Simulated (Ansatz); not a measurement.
# ScSi2O3: the cost of one run

Program: Ansatz 0.2.0. Level of theory: DFT PBE, scalar-relativistic, plane waves, PAW. These are calculated values, not measurements.

### Step 1. The system as given

The structure is orthorhombic, space group Pmmm (No. 47). Conventional cell: a = 4.158 Å, b = 4.173 Å, c = 4.437 Å, α = 90.00°, β = 90.00°, γ = 90.00°. Sc (site symmetry mmm) is surrounded by 4 Si at 2.09 to 2.22 Å. Around Si (site symmetry mmm) lie 2 O at 1.40 Å. Si (site symmetry mmm) has 2 Sc at 2.22 Å as nearest neighbours. Around O (site symmetry 2mm) lie 1 O at 1.36 Å and 1 Si at 1.40 Å. Around O (site symmetry mmm) lie 4 O at 2.32 Å.

Coordinates:

```cif
data_structure
_symmetry_space_group_name_H-M 'Pmmm'
_symmetry_Int_Tables_number 47
_cell_length_a 4.1576
_cell_length_b 4.1732
_cell_length_c 4.4373
_cell_angle_alpha 90.000
_cell_angle_beta 90.000
_cell_angle_gamma 90.000
_cell_volume 76.99
loop_
_atom_site_label
_atom_site_type_symbol
_atom_site_symmetry_multiplicity
_atom_site_Wyckoff_symbol
_atom_site_fract_x
_atom_site_fract_y
_atom_site_fract_z
_atom_site_occupancy
Sc1 Sc 1 b 0.50000 0.00000 0.00000 1
Si1 Si 1 f 0.50000 0.50000 0.00000 1
Si2 Si 1 d 0.50000 0.00000 0.50000 1
O1 O 2 k 0.83677 0.50000 0.00000 1
O2 O 1 g 0.00000 0.50000 0.50000 1
```

A structure generator made this guess: random cell by space group and Wyckoff sites (Pmmm, No. 47). Lengths come from tabulated atomic sizes and are only a guess.

### Step 2. The guess as it stands, on a coarse mesh

The input, input.yaml:

```yaml
crystal:
  lattice:
    - [4.15763386, 0.0, 0.0]
    - [0.0, 4.17324054, 0.0]
    - [0.0, 0.0, 4.43729091]
  atoms:
    - { symbol: Sc, position: [0.5, 0.0, 0.0] }
    - { symbol: Si, position: [0.5, 0.5, 0.0] }
    - { symbol: Si, position: [0.5, 0.0, 0.5] }
    - { symbol: O, position: [0.83677016, 0.5, 0.0] }
    - { symbol: O, position: [0.16322984, 0.5, 0.0] }
    - { symbol: O, position: [0.0, 0.5, 0.5] }
basis:
  ecutwfc: 420
kpoints:
  mp_grid: { grid: [4, 4, 4] }
hamiltonian:
  xc: pbe
scf:
  occupations: { method: gaussian, width: 0.1 }
  lower_state_search: "off"
output:
  forces: true
  stress: true
  eigenvalues: true
```

On the command line:

```bash
> ansatz run input.yaml --threads 1 --pin off --max-ram 2560MiB --backend cpu --events-out ev --progress --plain --runs-dir out
```

**Question.** How long does this run take on 1 thread of Intel Xeon Platinum 8259CL at 2.50GHz (Skylake/Cascade Lake), shared host, and how much memory does it need?

About 3.6 s, with a peak of 0.41 GiB.
